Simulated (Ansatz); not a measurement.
# S: a tetragonal deformation path

One table from this session's results is given with a row withheld; the runs are named, their logs left out.

Computed with Ansatz 0.2.0 (DFT r2SCAN, scalar-relativistic, plane waves, PAW, unless a step's input says otherwise).

**The starting structure**

Symmetry: Fm-3m, No. 225, cubic system. Conventional cell: a = 3.989 Å, b = 3.989 Å, c = 3.989 Å, α = 90.00°, β = 90.00°, γ = 90.00°. S (site symmetry m-3m) is surrounded by 12 S at 2.82 Å.

Coordinates:

```cif
data_structure
_symmetry_space_group_name_H-M 'Fm-3m'
_symmetry_Int_Tables_number 225
_cell_length_a 3.9887
_cell_length_b 3.9887
_cell_length_c 3.9887
_cell_angle_alpha 90.000
_cell_angle_beta 90.000
_cell_angle_gamma 90.000
_cell_volume 63.46
loop_
_atom_site_label
_atom_site_type_symbol
_atom_site_symmetry_multiplicity
_atom_site_Wyckoff_symbol
_atom_site_fract_x
_atom_site_fract_y
_atom_site_fract_z
_atom_site_occupancy
S1 S 4 a 0.00000 0.00000 0.00000 1
```

It goes back to an entry of the Materials Project, which need not be the stable form.

No relaxation comes first: the listed cell is the starting point.

Set-up of the first run:

File input.yaml:

```yaml
crystal:
  lattice:
    - [0.0, 1.994350344, 1.994350344]
    - [1.994350344, 0.0, 1.994350344]
    - [1.994350344, 1.994350344, 0.0]
  atoms:
    - { symbol: S, position: [0.0, 0.0, 0.0] }
basis:
  ecutwfc: 500
kpoints:
  mp_grid: { grid: [22, 22, 22] }
hamiltonian:
  xc: r2scan
scf:
  occupations: { method: gaussian, width: 0.15 }
output:
  forces: true
  stress: true
  eigenvalues: true
```

Steps of the session up to this table: The undisturbed cell; ρ = 0.707; At ρ = 1.414; Point ρ = 0.850; ρ = 1.200.

One of the session's tables, all rows but one given; the rest of the session is left out.

Collected from the runs (energy zero: the undisturbed cell):

| ρ | ΔE (meV/atom) | pressure (GPa) |
| --- | --- | --- |
| 0.707 | -216.0 | -0.3 |
| 0.850 | ? | ? |
| 1.000 | 0.0 | 0.8 |
| 1.200 | -120.5 | 1.0 |
| 1.414 | -372.1 | 1.9 |

Q: Estimate the row for ρ = 0.850 from the others.

Worked estimate for «ΔE (meV/atom)». A straight line through the neighbours (0.707, -216.0) and (1.000, 0.0) gives -216.0 + (0.0 + 216.0) × (0.850 − 0.707) / (1.000 − 0.707) = -110.6; a parabola fitted to 3 rows on both sides gives -52.3.

**Answer.** ΔE (meV/atom): -89.4; pressure (GPa): 0.6. In «ΔE (meV/atom)» the line misses by -21.2 and the parabola by +37.1.

Caveats from the session: Spin polarisation is off in the runs that give these values; a magnetic solution could lie lower.
